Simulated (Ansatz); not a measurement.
This script makes a comparison of norm-conserving and PAW potentials of Rb₃Sr, space group Fm-3m with Ansatz 0.2.0, Python API.

The script reads `rb3sr.vasp`:
```text
Rb3Sr
1.0
   0.00000000    5.44028800    5.44028800
   5.44028800    0.00000000    5.44028800
   5.44028800    5.44028800    0.00000000
Rb Sr
3 1
Direct
   0.25000000    0.25000000    0.25000000
   0.75000000    0.75000000    0.75000000
   0.50000000    0.50000000    0.50000000
   0.00000000    0.00000000    0.00000000
```

`rb3sr_nc_paw.py`
```python
# -*- coding: utf-8 -*-
"""Norm-conserving against PAW potentials for Rb3Sr."""

import ansatz as az
from ase.io import read
import numpy as np
import pandas as pd


def count_gap(report):
    # lowest empty less highest filled band, counting bands; zero where they overlap
    return max(report.get("gap_by_band_count_ev") or 0.0, 0.0)

atoms = read("rb3sr.vasp", format="vasp")
structure = az.Crystal.from_ase(atoms)

base = (
    structure.calculation()
    .functional("PBEsol")
    .kpoints(4)
    .occupations(az.OccupationsMethod.COLD, width=0.1)
    .stress()
    .forces()
    .band_table()
)
variants = {
    "PAW": base.pseudopotentials("paw"),
    "norm-conserving": base.pseudopotentials("nc"),
}
# totals differ by the cores that each treatment holds, so compare what does not depend on them
rows = []
for label, variant in variants.items():
    data = variant.run(threads=1).report
    levels = np.array(data["eigenvalues_ev"][0]) - data["fermi_energy_ev"]
    print(label, "levels at the first k-point near E_F:", np.round(levels[np.abs(levels) < 5], 3))
    rows.append((label, data["n_electrons"], np.trace(data["stress_gpa"]) / 3, count_gap(data)))
print(pd.DataFrame(rows, columns=["treatment", "electrons in bands", "P GPa", "gap by band count eV"]).round(4).to_string(index=False))
```

How well do the two treatments of the cores agree on the pressure?

PAW gives -0.233 GPa and norm-conserving -0.233 GPa, 0.001 GPa apart. They took 6.9 and 21.3 s of processor time.

The run itself:

`python rb3sr_nc_paw.py` gives:
```text
DeckWarning: basis.ecutwfc = 420 eV, auto-derived from the records' recommended cutoffs: set by Rb (normal level)
PAW levels at the first k-point near E_F: [-2.368  0.832  0.832  0.937  0.937  0.937  1.047]
DeckWarning: basis.ecutwfc = 925.187132 eV, auto-derived from the records' recommended cutoffs: set by Sr (normal level)
norm-conserving levels at the first k-point near E_F: [-2.368  0.834  0.834  0.938  0.938  0.938  1.047]
      treatment  electrons in bands   P GPa  gap by band count eV
            PAW                37.0 -0.2326                   0.0
norm-conserving                37.0 -0.2333                   0.0
```
(Warnings from the package without file and line.)

Caveats:
- The computed bands are complete only to about 0.9 eV above the Fermi level.
- The mesh is modest for a metal, so energies can be off by several to tens of meV an atom and pressures by half a GPa or more; differences at equal mesh fare better.
- A gap by band count of zero or less means overlapping bands, a metal, and at an odd count of electrons it is no gap at all.
- The structure comes from a database of computed cells and needn't be a stable or known phase.
- Levels are Kohn-Sham eigenvalues on this mesh, without spin-orbit coupling.
- Stress is positive in compression.
- Hardware and time: 30 s on 1 thread of Arm Neoverse N1 (shared host), peak memory 0.96 GiB.
